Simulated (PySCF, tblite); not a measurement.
**C₅H₁₄Si₂: geometry, infrared bands and NMR shifts**

Wanted: the infrared bands and NMR shifts of C₅H₁₄Si₂ (`CC(C)/C=C/[SiH2][SiH3]`), by calculation.

The runs use tblite 0.8.0 and PySCF 2.14.0, with density-fitted response routines of our own; the level of theory stands in each step. All values are computed, except where a source is named. Atoms count from 0, in the outputs and in this text.

### Step 1. The molecule as given

21 atoms, charge 0, multiplicity 1; geometry from: force field or distance geometry start.

Bonds of the start (Å): C0–C1 1.52, C1–C2 1.52, C1–C3 1.51, C3–C4 1.35, C4–Si5 1.83, Si5–Si6 2.32, C0–H7 1.09, C0–H8 1.10, C0–H9 1.09, C1–H10 1.10, C2–H11 1.11, C2–H12 1.09, C2–H13 1.09, C3–H14 1.08, C4–H15 1.09, Si5–H16 1.48, Si5–H17 1.49, Si6–H18 1.49, Si6–H19 1.49, Si6–H20 1.48.

### Step 2. Relaxing the molecule with GFN2-xTB

The job: settings as JSON, then the geometry in Å.

```
{"job": {"kind": "relax", "xc": "GFN2-xTB", "basis": "xTB"}, "charge": 0, "multiplicity": 1}
C     -1.845900     0.996900    -1.556600
C     -1.711100     0.478900    -0.138100
C     -2.923200    -0.347500     0.277800
C     -0.457000    -0.357900    -0.017900
C      0.563700    -0.067600     0.817500
Si     2.104700    -1.045300     1.005100
Si     3.929100     0.142200     0.206900
H     -1.942500     0.186300    -2.274600
H     -2.740300     1.627700    -1.643800
H     -0.991400     1.603500    -1.838600
H     -1.642700     1.336700     0.543400
H     -3.844400     0.262400     0.216800
H     -3.073700    -1.212800    -0.367600
H     -2.836700    -0.707000     1.301800
H     -0.418900    -1.249200    -0.633000
H      0.519900     0.819200     1.451200
H      1.975800    -2.332700     0.282700
H      2.293800    -1.357600     2.451000
H      5.184800    -0.632300     0.408100
H      4.071000     1.434400     0.941400
H      3.776200     0.438700    -1.237000
```

Launch:

```bash
$ OMP_NUM_THREADS=1 python probes_run.py task.json out
```

This one command runs all jobs of the session in turn.

**Question.** This job is followed by: GFN2-xTB harmonic vibrations, gas phase; GIAO PBE0/pcSseg-1 NMR shielding, non-relativistic, gas phase. Predict these results of the whole session: strongest single infrared mode (GFN2-xTB); zero-point energy (GFN2-xTB); ¹³C shifts against TMS (PBE0/pcSseg-1, means over atoms taken as alike); ¹H shifts against TMS (PBE0/pcSseg-1, means over atoms taken as alike); ²⁹Si shifts against TMS (PBE0/pcSseg-1).

**Answer**, as computed:

| quantity | value |
| --- | --- |
| strongest single infrared mode (GFN2-xTB) | 670 cm⁻¹, 601 km/mol |
| zero-point energy (GFN2-xTB) | 103.4 kcal/mol |
| ¹³C shifts against TMS (PBE0/pcSseg-1, means over atoms taken as alike) | 168.7, 123.1, 43.7, 24.9 ppm |
| ¹H shifts against TMS (PBE0/pcSseg-1, means over atoms taken as alike) | 6.34, 5.78, 4.28, 3.39, 2.20, 1.05 ppm |
| ²⁹Si shifts against TMS (PBE0/pcSseg-1) | -76.1, -118.6 ppm |

Over 35 steps the energy fell by 0.105 eV; of the close pairs, C4–Si5 changed most, 1.835 to 1.879 Å. All 57 modes are real, so the xTB geometry is a minimum. The strongest single mode, at 670 cm⁻¹, moves mainly H16 and H17. Unscaled tight-binding wavenumbers are off by several per cent, some by more. Its intensities can rank the bands wrongly. At PBE0/pcSseg-1: The widest tensor belongs to C3: span 245 ppm, with a paramagnetic part of -240 ppm.
